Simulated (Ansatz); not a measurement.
This script for the Ansatz DFT code, driven from Python starts 3 runs on Br, space group I4/mmm. What input does the engine get in each?

`zeeman.py`
```python
'''Response of the spins of Br to a Zeeman field.'''

import ansatz as az
import numpy as np

cell = (
    az.Lattice.from_parameters(2.84698, 2.84698, 7.15503, alpha=90, beta=90, gamma=90)
    .space_group(139, hermann_mauguin='I4/mmm')
    .atom('Br', (0.0, 0.0, 0.0))
    .primitive()
)

calc = (
    cell.calculation()
    .functional('lda')
    .occupations('fermi_dirac', width=0.15)  # the run then minimises F = E - TS
    .kpoints(12)  # the mesh must be finer for metals
    .spin('collinear')
)
# the field acts on the spins alone; such large fields lift the response over the noise
rows = []
for tesla in [-200, 0, 200]:
    r = (calc.magnetic_field(tesla) if tesla else calc).run(threads=1, pin='off').report
    rows.append((tesla, r['magnetization_mub'], r['free_energy_ev'], r['components'].get('e_zeeman', 0.0)))
print('         B (T)      moment muB            F eV  Zeeman term eV')
for row in rows:
    print(f'{str(row[0]):>14s}  {row[1]:14.4f}  {row[2]:14.5f}  {row[3]:14.5f}')
slope = np.polyfit([row[0] for row in rows], [row[1] for row in rows], 1)[0]
print(f'dM/dB = {1000 * slope:.4f} muB per 1000 T per cell')
```

Run 1:
```yaml
crystal:
  lattice:
    a: 2.84698
    b: 2.84698
    c: 7.15503
    alpha: 90.0
    beta: 90.0
    gamma: 90.0
  space_group: 139
  setting:
    hermann_mauguin: I4/mmm
  atoms:
    - { symbol: Br, position: [0.0, 0.0, 0.0] }
  reduce_to_primitive: true
kpoints:
  mp_grid:
    grid: [12, 12, 12]
hamiltonian:
  xc: lda
magnetization:
  spin_polarized: true
  magnetic_field: -200.0
scf:
  occupations:
    method: fermi_dirac
    width: 0.15
```

Run 2, against run 1:
```diff
-  magnetic_field: -200.0
```

Run 3, against run 1:
```diff
-  magnetic_field: -200.0
+  magnetic_field: 200.0
```

`python zeeman.py` gives:
```text
DeckWarning: basis.ecutwfc = 420 eV, auto-derived from the records' recommended cutoffs: set by Br (normal level)
RunWarning: this spin-polarised run has no starting moment large enough to seed its density, so its SCF can try parallel moments of its own, which can die out, and starts no order whose moments [...]
         B (T)      moment muB            F eV  Zeeman term eV
          -200         -0.0067     -2693.72897        -0.00008
             0          0.0000     -2693.72894         0.00000
           200          0.0067     -2693.72897        -0.00008
dM/dB = 0.0335 muB per 1000 T per cell
```
(Warnings from the package without file and line, shortened.)

Total energies depend on the potentials; only differences at equal settings carry meaning. A total without «per atom» is that of the cell as typed. The smearing is wide enough that free energy and stress hold a thermal part of the electrons. This isn't the structure that Br takes at ambient conditions. Orbital magnetism is left out. The response of a metal hangs strongly on mesh and smearing, and a straight-line fit holds only where the moment is linear in the field. Finished in 15 s on 1 thread of Arm Neoverse V2, with other jobs on the host, peak memory 0.38 GiB.

(Lines on the test bed's own set-up are left out of the output.)
